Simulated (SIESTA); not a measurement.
CsLiCr2Te2S3 in SIESTA: the effect of Hubbard term

Crystal: CsLiCr2Te2S3.

```xyz
9
Lattice="3.3193 1.9164 6.8798 -3.3193 1.9164 6.8798 0.0000 -3.8328 6.8798" Properties=species:S:1:pos:R:3 pbc="T T T"
Cs    0.0000    0.0000    0.0000
Li    0.0000    0.0000   10.3197
Cr    0.0000    0.0000   16.4802
Cr    0.0000    0.0000    4.1593
Te    0.0000    0.0000   14.0328
Te    0.0000    0.0000    6.6067
S    -2.4147    0.0000   10.3197
S     1.2074   -2.0912   10.3197
S     1.2074    2.0912   10.3197
```

The cell was built by a generator and needn't be a form met in nature.

Alike in all runs:

* Program: SIESTA 5.4.2
* Task: density of states
* Functional: PBE
* Potentials or basis: PseudoDojo 0.4 standard (PBE files)
* Basis: DZP (energy shift 0.003 Ry; two zetas on semicore shells; d shell added on Cs)
* Grid cutoff: 800 Ry
* Energy shift: 0.003 Ry
* k mesh: 5 × 5 × 5
* Occupations: fermi-dirac, width 0.05 eV
* Spin: collinear spin, ferromagnetic start
* Starting moments: [0.0, 0.0, 3.0, 3.0, 0.0, 0.0, 0.0, 0.0, 0.0] μB
* Hubbard projector method: 1
* U from the first cycle: yes
* broadening (eV): 0.1 eV
* window from (eV): -25 eV
* window to (eV): 5 eV

One run gave: pressure 0.4 GPa; moment 4.00 μB; largest force 0.36 eV/Å. Which Hubbard term did it use?
A. Cr d U = 4 eV
B. Cr d U = 6 eV
C. none
D. Cr d U = 2 eV

C.

```tsv
Hubbard term	pressure (GPa)	moment (μB)	largest force (eV/Å)
none	0.4	4.00	0.36
Cr d U = 2 eV	2.2	4.07	1.04
Cr d U = 4 eV	3.9	4.24	1.73
Cr d U = 6 eV	5.4	4.42	2.27
```

Caveats: the basis of atomic orbitals isn't converged, which shifts pressures, moduli and gaps; only a ferromagnetic start was run, and an antiferromagnetic order may lie lower in energy; forces of over 1 eV/Å show positions far from the minimum, so gaps and moduli don't describe the material at rest (some runs).

Not every run made on this cell is shown here.
